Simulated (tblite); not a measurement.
# CH8ClGe2N: the cost of one run

Programs: tblite 0.8.0 and PySCF 2.14.0, with density-fitted response routines of our own. Each step states its level of theory. These are calculated values for one molecule in the gas phase, unless marked as measured. Atoms count from 0, in the outputs and in this text.

**1. The starting structure**

13 atoms, charge 0, multiplicity 1; geometry from: force field or distance geometry start.

Bonds of the start (Å): C0–Ge1 1.94, Ge1–Cl2 2.16, Ge1–Ge3 2.37, Ge3–N4 1.84, C0–H5 1.11, C0–H6 1.11, C0–H7 1.11, Ge1–H8 1.57, Ge3–H9 1.55, Ge3–H10 1.55, N4–H11 1.04, N4–H12 1.05.

**2. Relaxing the molecule with GFN2-xTB**

Job settings and geometry (Å):

```
{"job": {"kind": "relax", "xc": "GFN2-xTB", "basis": "xTB"}, "charge": 0, "multiplicity": 1}
C      2.034100     0.185300    -0.637900
Ge     0.806700    -0.223900     0.802700
Cl     0.640600     1.450900     2.150100
Ge    -1.349900    -0.763100    -0.029300
N     -2.473200     0.688800    -0.166900
H      2.738500    -0.650700    -0.823700
H      1.444200     0.350400    -1.563900
H      2.542500     1.146900    -0.406000
H      1.310100    -1.457400     1.629700
H     -1.186200    -1.379300    -1.437300
H     -1.959800    -1.854000     0.892300
H     -2.283400     1.319600     0.640700
H     -2.268700     1.186900    -1.068400
```

The run is started by

```
$ OMP_NUM_THREADS=1 python probes_run.py task.json out
```

The driver reads the jobs from task.json and runs them one after another.

**Question.** How long does this first job take on 1 thread of Arm Neoverse N1, shared host?

About 2.1 s.
